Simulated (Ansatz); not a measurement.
# ScCu: response to strain

ScCu is deformed so: equal xy, yz and zx engineering shear strains of +2 %. What stress and forces result, by LAPW, PAW and all-electron datasets made for the crystal?

Program: Ansatz 0.2.0. Level of theory: DFT LDA, scalar-relativistic. These are calculated values, not measurements.

### 1 The system as given

Symmetry: Pm-3m, No. 221, cubic system. Conventional cell: a = 3.256 Å, b = 3.256 Å, c = 3.256 Å, α = 90.00°, β = 90.00°, γ = 90.00°. Sc (site symmetry m-3m) is surrounded by 8 Cu at 2.82 Å. Cu (site symmetry m-3m) has 8 Sc at 2.82 Å as nearest neighbours.

Coordinates:

```cif
data_structure
_symmetry_space_group_name_H-M 'Pm-3m'
_symmetry_Int_Tables_number 221
_cell_length_a 3.2560
_cell_length_b 3.2560
_cell_length_c 3.2560
_cell_angle_alpha 90.000
_cell_angle_beta 90.000
_cell_angle_gamma 90.000
_cell_volume 34.52
loop_
_atom_site_label
_atom_site_type_symbol
_atom_site_symmetry_multiplicity
_atom_site_Wyckoff_symbol
_atom_site_fract_x
_atom_site_fract_y
_atom_site_fract_z
_atom_site_occupancy
Sc1 Sc 1 b 0.50000 0.50000 0.50000 1
Cu1 Cu 1 a 0.00000 0.00000 0.00000 1
```

The file gives the conventional cell by its symmetry; the runs use the cell typed in the input.

Atoms are numbered in the order of the input: Sc1, Cu2.

### 2 After the deformation

Space group Pm-3m before, R-3m after.

### 3 All-electron LAPW

input.yaml

```yaml
crystal:
  lattice:
    - [3.256, 0.03256, 0.03256]
    - [0.03256, 3.256, 0.03256]
    - [0.03256, 0.03256, 3.256]
  atoms:
    - { symbol: Sc, position: [0.5, 0.5, 0.5] }
    - { symbol: Cu, position: [0.0, 0.0, 0.0] }
kpoints:
  mp_grid: { grid: [11, 11, 11] }
  band_path:
    path:
      - [0.0, 0.0, 0.0]
      - [0.5, 0.5, 0.5]
      - [0.5193194925, 0.4806805075, 0.5]
      - [0.5, -0.4806805075, 0.4806805075]
      - [0.5, 0.0, 0.0]
      - [0.0, 0.0, 0.0]
      - [0.4903402537, -0.4903402537, 0.0]
      - [0.5096597463, 0.0, 0.4903402537]
      - [0.5, 0.0, 0.5]
    npoints: 5
scf:
  occupations: { method: fermi_dirac, width: 0.05 }
hamiltonian:
  xc: lda
  pseudopotentials: { kind: all_electron, lapw: { basis_error: 0.0005 } }
output:
  forces: true
  stress: true
  eigenvalues: true
```

The run is started by

```
$ ansatz run input.yaml --threads 1 --pin off --max-ram 3072MiB --backend cpu --events-out ev --progress --plain --runs-dir out
```

### 4 PAW with frozen cores

input.yaml

```yaml
crystal:
  lattice:
    - [3.256, 0.03256, 0.03256]
    - [0.03256, 3.256, 0.03256]
    - [0.03256, 0.03256, 3.256]
  atoms:
    - { symbol: Sc, position: [0.5, 0.5, 0.5] }
    - { symbol: Cu, position: [0.0, 0.0, 0.0] }
kpoints:
  mp_grid: { grid: [11, 11, 11] }
scf:
  occupations: { method: fermi_dirac, width: 0.05 }
hamiltonian:
  xc: lda
  pseudopotentials: { kind: paw }
output:
  forces: true
  stress: true
  eigenvalues: true
  efg: { contact_densities: true }
```

### 5 Datasets made for this crystal

input.yaml: that of step 4 with these lines changed.

```diff
@@ -14,3 +14,3 @@
   xc: lda
-  pseudopotentials: { kind: paw }
+  pseudopotentials: { kind: all_electron, datasets: crystal }
 output:
```

(Steps that only read results are left out.)

Q: Predict the outcome of this session. Wanted: pressure; largest shear or deviatoric stress.

As calculated:

```
                                 quantity                                              value
                                 pressure  LAPW -7.52, PAW -7.53, crystal datasets -7.52 GPa
largest shear or deviatoric stress (LAPW)                                           0.76 GPa
```

The largest part of the stress beyond the pressure is 0.76 GPa in size; the atoms are carried along and not relaxed. No run of the undeformed cell stands beside it, so the pressure holds what the given cell had before the change. PAW: stress within 0.01 GPa of LAPW. Crystal datasets: stress within 0.01 GPa of LAPW.
